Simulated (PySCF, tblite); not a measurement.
# C₇H₁₁N: geometry, infrared bands and NMR shifts

What infrared bands and NMR shifts should C₇H₁₁N (`[H]/N=C\[C@]12CC[C@H](C1)C2`) show?

Programs: tblite 0.8.0 and PySCF 2.14.0, with density-fitted response routines of our own. Each step states its level of theory. These are calculated values for one molecule in the gas phase, unless marked as measured. Atoms count from 0, in the outputs and in this text.

## Step 1: The starting structure

19 atoms, charge 0, multiplicity 1; geometry from: force field or distance geometry start.

Bonds of the start (Å): H0–N1 1.02, N1–C2 1.27, C2–C3 1.54, C3–C4 1.53, C4–C5 1.54, C5–C6 1.52, C6–C7 1.57, C6–C8 1.56, C7–C3 1.57, C8–C3 1.56, C2–H9 1.09, C4–H10 1.10, C4–H11 1.09, C5–H12 1.09, C5–H13 1.09, C6–H14 1.09, C7–H15 1.09, C7–H16 1.10, C8–H17 1.10, C8–H18 1.10.

## Step 2: Optimising the geometry with GFN2-xTB

Job settings and geometry (Å):

```
{"job": {"kind": "relax", "xc": "GFN2-xTB", "basis": "xTB"}, "charge": 0, "multiplicity": 1}
H      1.922000    -0.064600     2.099400
N      2.628000     0.064200     1.368900
C      2.102700     0.127400     0.211500
C      0.581700     0.038300    -0.027500
C     -0.273800     1.254600     0.336500
C     -1.657200     0.712800    -0.060200
C     -1.245500    -0.676200    -0.536200
C     -0.223900    -1.180400     0.540300
C      0.031700    -0.450400    -1.399900
H      2.732000     0.256200    -0.674100
H     -0.003600     2.133300    -0.266100
H     -0.224700     1.509000     1.394000
H     -2.120200     1.305300    -0.844300
H     -2.327600     0.675600     0.796800
H     -2.013900    -1.356000    -0.892900
H      0.199500    -2.175800     0.370400
H     -0.553000    -1.123900     1.583200
H      0.489900    -1.351400    -1.824100
H     -0.053800     0.311300    -2.183300
```

Launch:

```bash
$ OMP_NUM_THREADS=1 python probes_run.py task.json out
```

One launch serves the whole session: the jobs run in the order shown.

**Question.** This job is followed by: GFN2-xTB harmonic vibrations, gas phase; GIAO PBE0/pcSseg-1 NMR shielding, non-relativistic, gas phase. Predict these results of the whole session: strongest single infrared mode (GFN2-xTB); zero-point energy (GFN2-xTB); 13C shifts against TMS (PBE0/pcSseg-1, means over atoms taken as alike); 1H shifts against TMS (PBE0/pcSseg-1, means over atoms taken as alike); 15N shifts against NH3 (PBE0/pcSseg-1).

As calculated:

| quantity | value |
| --- | --- |
| strongest single infrared mode (GFN2-xTB) | 1736 cm⁻¹, 200 km/mol |
| zero-point energy (GFN2-xTB) | 104.3 kcal/mol |
| 13C shifts against TMS (PBE0/pcSseg-1, means over atoms taken as alike) | 180.1, 58.7, 40.7, 37.2, 32.7, 31.4 ppm |
| 1H shifts against TMS (PBE0/pcSseg-1, means over atoms taken as alike) | 10.70, 8.18, 2.34, 1.83, 1.66, 1.44, 1.00 ppm |
| 15N shifts against NH3 (PBE0/pcSseg-1) | 351.8 ppm |

In words: The optimisation took 84 steps and gained 0.288 eV; among the close pairs (by a distance rule), C2–C3 changed most, from 1.542 to 1.484 Å. No mode is imaginary among the 51: a minimum at this level. The strongest single mode, at 1736 cm⁻¹, moves mainly C2 and N1. Unscaled tight-binding wavenumbers are off by several per cent, some by more. Its intensities can rank the bands wrongly. At PBE0/pcSseg-1: Shielding is most anisotropic at N1 (span 659 ppm, paramagnetic term -408 ppm).
